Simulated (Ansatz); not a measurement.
Below is the output of a Python script on Ansatz's Python interface that makes a single point in a Gaussian basis of CH₃ClSSi, SMILES CS[Si]Cl. Write a script that gives it. Use: PBE, STO-3G basis, multiplicity 1.

Input file `ch3clssi.xyz`:
```text
7

C    -0.13220    0.78680   -0.46310
S     0.96150   -0.50450   -0.88910
Si    0.24960   -2.16430    0.27450
Cl    0.19920   -1.55420    2.23780
H     0.05940    1.70160   -1.10070
H    -1.21280    0.55300   -0.68710
H    -0.06340    1.11360    0.58210
```

```console
$ python energy_ch3clssi.py
INFO:run:converged              True
INFO:run:free_energy_ev         -31945.273002981827
INFO:run:reference_energy_ev    -31945.273002981827
INFO:run:n_frozen               0
INFO:run:n_occupied             [28, 28]
INFO:run:n_virtual              [7, 7]
INFO:run:mean field: -1173.9671296 Ha, <S^2> = 0.0000, stability: minimum
```

The script that was run (others could print the same):

The script, `energy_ch3clssi.py`:
```python
# -*- coding: utf-8 -*-
"""Electronic structure of the CH3ClSSi molecule."""

from dataclasses import dataclass
import json
import logging
import sys

import ansatz as az

logging.basicConfig(stream=sys.stdout, format="%(levelname)s:%(name)s:%(message)s")
log = logging.getLogger("run")
log.setLevel(logging.INFO)


@dataclass(frozen=True)
class Settings:
    basis: str = "STO-3G"
    xc: str = "pbe"


opts = Settings()

mol = az.Crystal.molecule_from_extxyz("ch3clssi.xyz")

setup = (
    mol.calculation()
    .basis(gaussian=opts.basis)
    .functional(opts.xc)
)
summary = setup.session().plan(threads=1).execute().report

for key in ("converged", "free_energy_ev", "reference_energy_ev", "n_frozen", "n_occupied", "n_virtual"):
    log.info(f"{key:22s} {summary[key]}")

state = summary["mean_field"]["state"]
log.info(f"mean field: {state['energy']['hartree']:.7f} Ha, <S^2> = {abs(state['spin_squared']):.4f}, stability: {state.get('stability', {}).get('kind')}")
with open("ch3clssi.json", "w") as handle:
    json.dump({k: summary[k] for k in ("free_energy_ev", "reference_energy_ev", "n_occupied", "n_virtual")}, handle, indent=1)
```

Notes:
- These settings explore the input space; basis and method may be short of convergence.
- The geometry is a force-field or estimated start, not a minimum of this method, and the basis set is short of its limit.
- Wall time of the script: 0.7 s on 1 thread of AMD EPYC 9R45 96-Core Processor (Zen 5), with other jobs on the host, peak memory 0.15 GiB.

(A comment or docstring line of the script was reworded after the run, the code is as it ran; lines on the test bed's own set-up are left out of the output.)
